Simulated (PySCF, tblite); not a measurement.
# CH3OSSi radical: geometry, infrared bands and EPR parameters

What infrared bands and EPR parameters should CH3OSSi radical (`O=[C]S[SiH3]`) show?

Computed with tblite 0.8.0 and PySCF 2.14.0, with density-fitted response routines of our own, on a single molecule in the gas phase. Atoms count from 0, in the outputs and in this text.

## Step 1: The molecule as given

7 atoms, charge 0, multiplicity 2; geometry from: force field or distance geometry start.

Bonds of the start (Å): O0–C1 1.18, C1–S2 1.68, S2–Si3 2.15, Si3–H4 1.47, Si3–H5 1.49, Si3–H6 1.48.

## Step 2: Relaxing the molecule with GFN2-xTB

Job settings and geometry (Å):

```
{"job": {"kind": "relax", "xc": "GFN2-xTB", "basis": "xTB"}, "charge": 0, "multiplicity": 2}
O      2.692000    -0.163800    -0.720600
C      1.690200    -0.689100    -0.382300
S      0.282000    -1.450600     0.129500
Si    -0.949100     0.287900     0.382400
H     -1.070100     1.001000    -0.892000
H     -2.301300    -0.146000     0.841100
H     -0.340300     1.165400     1.414100
```

The run is started by

```sh
$ OMP_NUM_THREADS=1 python probes_run.py task.json out
```

This one command runs all jobs of the session in turn.

The program printed:

```text
step      E/eV     max force
  0    -343.92349    2.982
  1    -344.04527    3.490
  2    -344.18773    0.885
  3    -344.20667    0.544
  4    -344.22554    0.628
  5    -344.24469    0.316
  6    -344.25135    0.184
  7    -344.25328    0.181
  8    -344.25572    0.146
  9    -344.25967    0.185
 10    -344.26386    0.232
 11    -344.26785    0.231
 12    -344.27390    0.344
 13    -344.28021    0.419
 14    -344.28805    0.455
 15    -344.30287    1.296
 16    -344.33458    1.011
 17    -344.20086    4.609
 18    -344.36286    3.531
 19    -344.37837    0.970
 20    -344.44776    0.471
 21    -344.45574    0.565
 22    -344.46795    0.343
 23    -344.47808    0.351
 24    -344.50631    0.383
 25    -344.51763    0.256
 26    -344.52307    0.252
 27    -344.52472    0.309
 28    -344.52675    0.339
 29    -344.52830    0.224
 30    -344.52971    0.094
 31    -344.53017    0.044
 32    -344.53027    0.032
 33    -344.53031    0.032
 34    -344.53042    0.029
 35    -344.53055    0.032
 36    -344.53064    0.022
 37    -344.53067    0.012
 38    -344.53068    0.013
 39    -344.53070    0.017
 40    -344.53076    0.030
 41    -344.53085    0.042
 42    -344.53098    0.043
 43    -344.53106    0.025
 44    -344.53109    0.005
```

It took 0.24 s on 1 thread of Arm Neoverse N1, shared host.

Relaxation path: (not every step is listed) (the energy doesn't fall at every step)

| step | energy from step 0 (eV) | largest force (eV/Å) |
| --- | --- | --- |
| 0 | 0.0000 | 2.9815 |
| 1 | -0.1218 | 3.4897 |
| 2 | -0.2642 | 0.8851 |
| 3 | -0.2832 | 0.5439 |
| 4 | -0.3021 | 0.6284 |
| 5 | -0.3212 | 0.3163 |
| 6 | -0.3279 | 0.1835 |
| 7 | -0.3298 | 0.1812 |
| 8 | -0.3322 | 0.1456 |
| 11 | -0.3444 | 0.2310 |
| 14 | -0.3646 | 0.4551 |
| 17 | -0.2774 | 4.6086 |
| 20 | -0.5243 | 0.4707 |
| 23 | -0.5546 | 0.3513 |
| 26 | -0.5996 | 0.2516 |
| 29 | -0.6048 | 0.2235 |
| 32 | -0.6068 | 0.0320 |
| 35 | -0.6071 | 0.0315 |
| 38 | -0.6072 | 0.0129 |
| 39 | -0.6072 | 0.0166 |
| 40 | -0.6073 | 0.0300 |
| 41 | -0.6074 | 0.0419 |
| 42 | -0.6075 | 0.0431 |
| 43 | -0.6076 | 0.0249 |
| 44 | -0.6076 | 0.0051 |

Close pairs (by a distance rule), those that changed most:

| bond | before (Å) | after (Å) | change (Å) |
| --- | --- | --- | --- |
| S2–Si3 | 2.145 | 2.202 | +0.056 |
| Si3–H5 | 1.492 | 1.453 | -0.039 |
| Si3–H6 | 1.485 | 1.455 | -0.030 |
| C1–S2 | 1.681 | 1.691 | +0.011 |
| Si3–H4 | 1.465 | 1.455 | -0.010 |
| O0–C1 | 1.181 | 1.182 | +0.002 |

The final coordinates are the input of the step that follows.

## Step 3: Harmonic vibrations with GFN2-xTB

Job settings and geometry (Å):

```
{"job": {"kind": "ir", "xc": "GFN2-xTB", "basis": "xTB"}, "charge": 0, "multiplicity": 2}
O      2.781750    -0.560855    -0.724476
C      1.665150    -0.364338    -0.389516
S      0.361041    -1.328211     0.090624
Si    -1.023356     0.354192     0.407591
H     -1.131417     1.027383    -0.878194
H     -2.241367    -0.312014     0.836970
H     -0.408468     1.188748     1.429105
```

The program printed:

```text
mode    cm-1     km/mol
  1      60.3      0.01
  2      92.6      1.58
  3     184.8      3.48
  4     370.3     20.66
  5     488.2     30.67
  6     530.4     39.33
  7     553.5     29.51
  8     680.8     51.05
  9     726.2    140.78
 10     752.3    121.81
 11     755.7    437.10
 12    1848.8    720.41
 13    2338.4    270.04
 14    2342.1     78.49
 15    2362.4    185.38
```

Run time: 0.17 s. Hardware: 1 thread of Arm Neoverse N1, shared host.

Which atoms move in the most intense modes:

| cm⁻¹ | km/mol | atoms |
| --- | --- | --- |
| 681 | 51.0 | C1 46 %, S2 36 %, O0 11 % |
| 726 | 140.8 | H5 61 %, H4 18 %, H6 17 % |
| 752 | 121.8 | H6 45 %, H4 43 % |
| 756 | 437.1 | H4 31 %, H6 31 %, H5 28 % |
| 1849 | 720.4 | C1 58 %, O0 42 % |
| 2338 | 270.0 | H4 49 %, H6 47 % |
| 2342 | 78.5 | H6 50 %, H4 48 % |
| 2362 | 185.4 | H5 96 % |

## Step 4: g tensor and hyperfine couplings: B3LYP/pcH-1

The job, as its differences from that of step 3:

```diff
@@ -1,2 +1,2 @@
-{"job": {"kind": "ir", "xc": "GFN2-xTB", "basis": "xTB"}, "charge": 0, "multiplicity": 2}
+{"job": {"kind": "epr", "basis": "pcH-1"}, "charge": 0, "multiplicity": 2}
 O      2.781750    -0.560855    -0.724476
```

With the program's defaults for keys left out, this is: UKS B3LYP, pcH-1 on C H O S Si, non-relativistic, mean-field spin-orbit, GIAO.

The program printed:

```text
UKS, coarse grid
  cycle   1  E = -802.69677580  |g| = 5.36e-01
  cycle   2  E = -802.01183734  |g| = 1.40e+00
  cycle   3  E = -802.79788940  |g| = 8.70e-02
  cycle   4  E = -802.80030908  |g| = 5.57e-02
  cycle   5  E = -802.80172699  |g| = 1.31e-02
  cycle   6  E = -802.80178979  |g| = 5.84e-03
  cycle   7  E = -802.80181014  |g| = 1.24e-03
  cycle   8  E = -802.80181205  |g| = 3.90e-04
UKS, final grid
  cycle   1  E = -802.80183474  |g| = 3.63e-04
  cycle   2  E = -802.80183473  |g| = 4.51e-04
  cycle   3  E = -802.80183483  |g| = 1.13e-04
  cycle   4  E = -802.80183484  |g| = 4.38e-05
  cycle   5  E = -802.80183484  |g| = 2.76e-05
E = -802.80183484 Eh   <S^2> = 0.7534 (exact 0.7500)
g shifts (ppm)      1          2          3
  rmc          -241       -241       -241
  gc             12         11         57
  oz_so      -11959        -37        388
  total      -12187       -266        204
hyperfine (MHz)  atom isotope    a_iso     a_fc   dipolar eigenvalues
    0   17O     -39.84     -40.35   -101.25     48.21     53.04
    1   13C     410.24     410.67    -45.21    -39.51     84.72
    2   33S      16.40      16.68    -25.57    -24.28     49.84
    3  29Si     -47.02     -47.02     -2.09      1.00      1.09
    4    1H      -0.85      -0.85     -2.89     -1.79      4.68
    5    1H       3.45       3.46     -1.57     -1.08      2.66
    6    1H      -0.85      -0.84     -2.88     -1.78      4.66
```

Run time: 24 s. Hardware: 1 thread of Arm Neoverse N1, shared host; peak memory 0.57 GiB.

Principal g values 1.99013, 2.00205, 2.00252; g(iso) = 1.99824, against 2.00232 for a free electron.

Mean a(iso) over the nuclei that a row names, and the largest dipolar term of the row (other rows stand at the frozen geometry):

| nuclei | isotope | a(iso) (MHz) | a(iso) (G, at g = 2.0023) | largest dipolar term (MHz) |
| --- | --- | --- | --- | --- |
| C1 | 13C | 410.2 | 146.4 | 84.7 |
| Si3 | 29Si | -47.0 | -16.8 | -2.1 |
| O0 | 17O | -39.8 | -14.2 | -101.3 |
| S2 | 33S | 16.4 | 5.9 | 49.8 |
| H4, H5, H6 | 1H | 0.6 | 0.2 | 4.7 |

Mulliken spin populations:

| atom | value (e) |
| --- | --- |
| O0 | 0.23 |
| C1 | 0.57 |
| S2 | 0.17 |
| Si3 | 0.02 |
| H4 | 0.00 |
| H5 | 0.01 |
| H6 | 0.00 |

Orbitals, density, ELF and potential are computed afterwards from the orbital file.

ELF in a plane through or near 5 of the atoms.

Ten even steps from ' ' (0.00) to '@' (1.00):
```
                                                        
                    ........                            
                  ..::====::..                          
                ..--**####**==..      ....              
                ::==%%@@@@%%**..    ==####==            
                ::++%%++==##**::  --@@@@@@@@==          
                ..==**::++==##--..##@@@@@@@@##          
        ::==--....==**::##--%%**==@@@@@@@@@@%%..        
      ..++%%##++==**%%++::%%@@==..==@@@@@@@@%%..        
      ::##%%####++::==##==####..##--**@@@@%%==          
      ::##%%--++==##--##::====::##++::****==..          
      ::**%%####**++%%%%::..::  ::  ..::..              
      ..==##%%++==##@@@@..  ..--==--::..                
        ::==++::..==%%##..  ..::----....                
          ::::    ::**==      ........                  
                    ::                                  
                                                        
                                                        
                                                        
                                                        
```
The map spans 11.1 Å across and 7.6 Å up, centred on the molecule. Atoms in the plane (x, y in Å): O0 (-3.0, -0.2), C1 (-1.8, -0.1), S2 (-0.7, 1.2), Si3 (1.1, -0.1), H5 (2.2, 0.9).

On the surface of density 0.002 e/bohr³ the electrostatic potential runs, from the 1st to the 99th percentile, from -1.25 V near O0 to 1.86 V near H4.

The spin density lies nearest to C1 50 %; O0 25 %; S2 21 %.

## Step 5: Outcome

```
                                                                  quantity                  value
                                 strongest single infrared mode (GFN2-xTB)  1849 cm⁻¹, 720 km/mol
                                              zero-point energy (GFN2-xTB)          20.1 kcal/mol
                                                            g(iso) (B3LYP)                1.99824
                                                                      ⟨S²⟩     0.753 (exact 0.75)
                                        largest a(iso) (averaged by class)   13C on C1, 410.2 MHz
potential on the surface of density 0.002 e/bohr³, 1st and 99th percentile     -1.25 V and 1.86 V
```

**Reading.** Relaxing lowered the energy by 0.608 eV in 44 steps; the close pair that moved most is S2–Si3, from 2.145 to 2.202 Å. No mode is imaginary among the 15: a minimum at this level. The strongest single mode, at 1849 cm⁻¹, moves mainly C1 and O0. Unscaled tight-binding wavenumbers are off by several per cent, some by more. Its intensities can rank the bands wrongly. C1 carries the largest spin population, 0.57 e. The isotropic g lies 4.1 ppt below the free-electron value. These values are for one conformer; the search (at its own cheap level) found 1 more, at 0.81 kcal/mol, and measured spectra average over such forms.
